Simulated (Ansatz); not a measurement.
# Cu5Pt: a trial structure relaxed, part 2 of 2

Where does this trial cell of Cu5Pt go when cell and atoms are let free?

Ansatz 0.2.0; DFT PBE, scalar-relativistic, plane waves, PAW. The steps go on from the part before.

## 4. Final relaxation

The end of the coarse run is made exact in the group found at a tolerance of 0.06 Å and reduced to its primitive cell.

Contents of input.yaml:

```yaml
crystal:
  lattice:
    - [5.5318369604, 0.0, 0.0]
    - [0.0, 5.5318369604, 0.0]
    - [0.0, 0.0, 4.6078956682]
  atoms:
    - { symbol: Cu, position: [0.7896960858, 0.7896960858, 0.5] }
    - { symbol: Cu, position: [0.2103039142, 0.2103039142, 0.5] }
    - { symbol: Cu, position: [0.2103039142, 0.7896960858, 0.5] }
    - { symbol: Cu, position: [0.7896960858, 0.2103039142, 0.5] }
    - { symbol: Cu, position: [0.5, 0.5, 0.5] }
    - { symbol: Pt, position: [0.5, 0.5, 0.0] }
basis:
  ecutwfc: 420
kpoints:
  mp_grid: { grid: [8, 8, 8] }
hamiltonian:
  xc: pbe
scf:
  occupations: { method: gaussian, width: 0.1 }
output:
  forces: true
  stress: true
  eigenvalues: true
  write_density: true
  write_potential: true
  elf: true
  volumetric_format: npy
relax:
  adjacent_minimum: "off"
  f_tol: 0.01
  max_steps: 80
  cell: { stress_tol: 0.05 }
```

Run with:

```bash
ansatz run input.yaml --threads 1 --pin off --max-ram 2560MiB --backend cpu --events-out ev --progress --plain --runs-dir out
```

Log (excerpt; [...] marks lines left out):

```text
Warning: RAYON_NUM_THREADS=1 ignored (pool sized by the plan → 1); use --threads N
[...]
Pseudopotentials: kind: paw
Pseudopotential: Cu, paw, valence charge 19, recommended cutoff 420 eV (normal), Cu.paw.azcp
Pseudopotential: Pt, paw, valence charge 18, recommended cutoff 420 eV (normal), Pt.paw.azcp
Functional definition: PBE
[...]
Crystal: 6 atoms, lattice volume = 141.007 Å³
Basis set: ecut = 420 eV, 2707 PW (Γ), exchange–correlation on 80×80×64 points (8 copies of the dense FFT grid, shifted against one another)
Bands: 68, of which v1, the nominal top of the filled ones, is band 57 counted from 1 (56 counted from 0)
Symmetry: 16 space group operations
Space group: P4/mmm (ITA 123), of the structure as read, at distance tolerance 5.2e-5 Å
k-points: 75 of 512
[...]
SCF iter   1: F=—  HF=-45641.951492 eV  |F-HF|=—  |Δ(HF+E_count)|=         —  Δρ=6.50e-3  dr2=3.48e-2  ethr=1.77e-3  ⟨swp⟩=5.3  Hψ=18564  notcnv=0  defer=60
[...]
--- Stress (GPa, compression-positive) ---
       -0.003593       0.000000       0.000000
        0.000000      -0.003593       0.000000
        0.000000       0.000000      -0.003202
  P = ⅓ Tr σ = -0.0035 GPa (-0.035 kbar)
--- Band table (eV; the first three rows and the last of 75) ---
[...]
--- Relaxed structure (3 steps of the walk, 3 accepted, 1 SCFs on fresh bases) ---
  F+E_penalty+E_count = -45641.94692846 eV   max|allowed force component| = 3.285e-4 eV/Å   (the final SCF, on the basis selected at the relaxed cell)
  cell:  # Å, volume = 140.9156 Å³
    - [5.523983404595547, -2.558621687708487e-35, 0.0]
    - [-2.558621687708487e-35, 5.523983404595547, 0.0]
    - [0.0, 0.0, 4.618003543405469]
  atoms:
    - { symbol: Cu, position: [0.7896426890788959, 0.7896426890788959, 0.5] }
    - { symbol: Cu, position: [0.21035731092110393, 0.21035731092110393, 0.5] }
    - { symbol: Cu, position: [0.21035731092110393, 0.7896426890788959, 0.5] }
    - { symbol: Cu, position: [0.7896426890788959, 0.21035731092110393, 0.5] }
    - { symbol: Cu, position: [0.5, 0.5, 0.5] }
    - { symbol: Pt, position: [0.5, 0.5, 0.0] }
```

Wall time 5.7 min (1 thread of Arm Neoverse N1, shared host); peak memory 0.75 GiB.

Relaxation path:

| step | E - E(step 1) (eV/cell) | largest force component (eV/Å) | pressure (GPa) | volume (Å³) |
| --- | --- | --- | --- | --- |
| 1 | 0.0000 | 0.0030 | -0.04 | 141.01 |
| 2 | -0.0005 | 0.0013 | -0.06 | 141.07 |
| 3 | -0.0006 | 0.0003 | 0.00 | 140.92 |
| 4 | -0.0006 | 0.0003 | 0.00 | 140.92 |

Step 1 is the start. Step 4 repeats the geometry before it on a plane-wave basis chosen anew for that cell, so its energy need not be comparable with the rows above.

|  | before | after | change |
| --- | --- | --- | --- |
| a (Å) | 5.532 | 5.524 | -0.1 % |
| b (Å) | 5.532 | 5.524 | -0.1 % |
| c (Å) | 4.608 | 4.618 | +0.2 % |
| volume (Å³/atom) | 23.50 | 23.49 | -0.1 % |
| shortest distance (Å) | 2.266 | 2.263 | -0.2 % |
| space group (0.01 Å) | P4/mmm | P4/mmm | same |

Forces and stress were held to the start's 16 operations: a distortion of lower symmetry was not tested.

Density in a lattice plane of the grid's cell (edges 5.52 and 4.62 Å, at 0.500 of the third edge), which holds Cu and Pt.

Ten even steps from ' ' (0.01 e/Å³) to '@' (69.94 e/Å³):
```
                      ......                    
                                                
                                                
                                                
                                                
                                                
                      --==--                    
                    ..**@@**..                  
                      --==--                    
                                                
                                                
                                                
                                                
                                                
                      ......                    
                    ..........                  
```
Columns run along the first of these edges and rows up along the second, over one cell in 24 and 16 even steps from the bottom left corner. Atoms in the plane (fractional): Cu at (0.50, 0.50), Pt at (0.50, 0.00).

ELF in the same plane.

Values, 10 rows by 12 columns:
```
0.01 0.04 0.14 0.27 0.36 0.57 0.67 0.57 0.36 0.27 0.14 0.04
0.03 0.05 0.11 0.22 0.27 0.31 0.39 0.31 0.27 0.22 0.11 0.05
0.06 0.08 0.14 0.24 0.26 0.21 0.20 0.21 0.26 0.24 0.14 0.08
0.09 0.11 0.17 0.26 0.20 0.24 0.43 0.24 0.20 0.26 0.17 0.11
0.11 0.12 0.19 0.27 0.20 0.44 0.93 0.44 0.20 0.27 0.19 0.12
0.09 0.11 0.17 0.26 0.20 0.24 0.43 0.24 0.20 0.26 0.17 0.11
0.06 0.08 0.14 0.24 0.26 0.21 0.20 0.21 0.26 0.24 0.14 0.08
0.03 0.05 0.11 0.22 0.27 0.31 0.39 0.31 0.27 0.22 0.11 0.05
0.01 0.04 0.14 0.27 0.36 0.57 0.67 0.57 0.36 0.27 0.14 0.04
0.01 0.04 0.17 0.31 0.47 0.66 0.68 0.66 0.47 0.31 0.17 0.04
```
Columns run along the first of these edges and rows up along the second, over one cell in 12 and 10 even steps from the bottom left corner. Atoms in the plane (fractional): Cu at (0.50, 0.50), Pt at (0.50, 0.00).

Both are smooth fields of the valence electrons: close to the nuclei they are not physical.

## 5. Variant: ecutwfc left out

Contents of input.yaml:

```yaml
crystal:
  lattice:
    - [5.5239834046, 0.0, 0.0]
    - [0.0, 5.5239834046, 0.0]
    - [0.0, 0.0, 4.6180035434]
  atoms:
    - { symbol: Cu, position: [0.7896426891, 0.7896426891, 0.5] }
    - { symbol: Cu, position: [0.2103573109, 0.2103573109, 0.5] }
    - { symbol: Cu, position: [0.2103573109, 0.7896426891, 0.5] }
    - { symbol: Cu, position: [0.7896426891, 0.2103573109, 0.5] }
    - { symbol: Cu, position: [0.5, 0.5, 0.5] }
    - { symbol: Pt, position: [0.5, 0.5, 0.0] }
kpoints:
  mp_grid: { grid: [8, 8, 8] }
hamiltonian:
  xc: pbe
scf:
  occupations: { method: gaussian, width: 0.1 }
output:
  forces: true
  eigenvalues: true
  stress: true
```

Run with:

```bash
ansatz run input.yaml --threads 1 --pin off --max-ram 2560MiB --backend cpu --events-out ev --progress --plain --runs-dir out
```

Log (excerpt; [...] marks lines left out):

```text
Warning: RAYON_NUM_THREADS=1 ignored (pool sized by the plan → 1); use --threads N
[...]
[... 4 set-up lines as earlier in the session ...]
[...]
Crystal: 6 atoms, lattice volume = 140.916 Å³
Basis set: ecut = 420 eV, 2707 PW (Γ), exchange–correlation on 80×80×64 points (8 copies of the dense FFT grid, shifted against one another)
Bands: 68, of which v1, the nominal top of the filled ones, is band 57 counted from 1 (56 counted from 0)
[... 2 set-up lines as earlier in the session ...]
k-points: 75 of 512
[...]
SCF iter   1: F=—  HF=-45641.952094 eV  |F-HF|=—  |Δ(HF+E_count)|=         —  Δρ=6.48e-3  dr2=3.49e-2  ethr=1.77e-3  ⟨swp⟩=5.3  Hψ=18637  notcnv=0  defer=58
[...]
SCF iter   9: F=-45641.946928 eV  HF=-45641.946928 eV  |F-HF|=1.93e-8  |Δ(HF+E_count)|=   2.16e-7  Δρ=5.12e-6  dr2=3.09e-8  ethr=8.85e-11  ⟨swp⟩=8.8  Hψ=22635  notcnv=0
[...]
SCF converged after 9 iterations
Free energy (F): -45641.946928 eV
[...]
E sigma→0 (E₀):  -45641.938594 eV
Entropy (-TS):   -0.016669 eV (-2.778 meV/atom)
Fermi energy:    6.769602 eV
[...]
--- Forces (eV/Å), atoms counted from 1 ---
  atom   1  Cu     0.00033463     0.00033463     0.00000000
  atom   2  Cu    -0.00033463    -0.00033463     0.00000000
  atom   3  Cu    -0.00033463     0.00033463     0.00000000
  atom   4  Cu     0.00033463    -0.00033463     0.00000000
  atom   5  Cu     0.00000000     0.00000000     0.00000000
  atom   6  Pt     0.00000000    -0.00000000     0.00000000
[...]
--- Stress (GPa, compression-positive) ---
       -0.003539       0.000000       0.000000
        0.000000      -0.003539       0.000000
        0.000000       0.000000      -0.003299
  P = ⅓ Tr σ = -0.0035 GPa (-0.035 kbar)
--- Band table (eV; the first three rows and the last of 75) ---
[...]
```

Run time: 76 s. Hardware: 1 thread of Arm Neoverse N1, shared host; peak memory 0.71 GiB.

```csv
run,ending,energy change,pressure (GPa),gap (eV),force (eV/Å),cycles,time
step 4,converged,0,0.0,0.00,0.00,-,5.7 min
variant,converged,0.0 meV/atom,0.0,0.00,0.00,9,76 s
```

The changed keys (ecutwfc) make no visible difference here (energy 0.0 meV/atom).

## 6. What came out

This closing draws on all 2 parts. Changes of volume or cell count from the first structure of part 1.

```
                              quantity                                                                      value
symmetry at the end (tolerance 0.05 Å)                                               space group P4/mmm (No. 123)
                     conventional cell  a = 5.524 Å, b = 5.524 Å, c = 4.618 Å, α = 90.00°, β = 90.00°, γ = 90.00°
                                volume                                                              23.49 Å³/atom
              energy over the elements                                                              +1.16 eV/atom
                       gap on the mesh                                                               none (metal)
```

The space group P4/mmm (No. 123) is kept, and the volume per atom shrinks by 12.8 % from the first guess. The formation energy is positive, so the separate elements lie lower. No finished test with a distortion of lower symmetry is shown, so the end may be a saddle point. The runs treat Pt without spin-orbit coupling. Where forces pass 15 eV/Å atoms stand far too close, the PAW spheres overlap strongly and those numbers are rough.
